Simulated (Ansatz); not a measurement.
# Mg: the cost of one run

Method: DFT PBEsol, scalar-relativistic, in Ansatz 0.2.0.

**1. The starting structure**

The structure is cubic, space group Im-3m (No. 229). Conventional cell: a = 2.953 Å, b = 2.953 Å, c = 2.953 Å, α = 90.00°, β = 90.00°, γ = 90.00°. Mg (site symmetry m-3m) has 8 Mg at 2.56 Å as nearest neighbours.

As a file:

```
Mg
1.0
    -1.47650    1.47650    1.47650
     1.47650   -1.47650    1.47650
     1.47650    1.47650   -1.47650
Mg
1
Direct
  0.00000 0.00000 0.00000
```

**2. After the deformation**

Space group Im-3m before, I4/mmm after.

**3. All-electron LAPW**

The input, input.yaml:

```yaml
crystal:
  lattice:
    - [-1.4765, 1.4765, 1.44697]
    - [1.4765, -1.4765, 1.44697]
    - [1.4765, 1.4765, -1.44697]
  atoms:
    - { symbol: Mg, position: [0.0, 0.0, 0.0] }
kpoints:
  mp_grid: { grid: [16, 16, 16] }
  band_path:
    path:
      - [0.0, 0.0, 0.0]
      - [0.0, 0.0, 0.5]
      - [-0.5, 0.5, 0.5]
      - [0.0, 0.0, 0.0]
      - [0.4901, 0.4901, -0.4901]
      - [-0.4901, 0.5099, 0.4901]
      - [-0.5, 0.5, 0.5]
      - [0.0, 0.0, 0.5]
      - [0.25, 0.25, 0.25]
    npoints: 5
scf:
  occupations: { method: fermi_dirac, width: 0.05 }
hamiltonian:
  xc: pbesol
  pseudopotentials: { kind: all_electron, lapw: { basis_error: 0.00025 } }
output:
  forces: true
  stress: true
  eigenvalues: true
```

The run is started by

```bash
> ansatz run input.yaml --threads 1 --pin off --max-ram 3072MiB --backend cpu --events-out ev --progress --plain --runs-dir out
```

What time and memory should one allow on 1 thread of Arm Neoverse V1, shared host?

About 13 s, with a peak of 0.33 GiB.
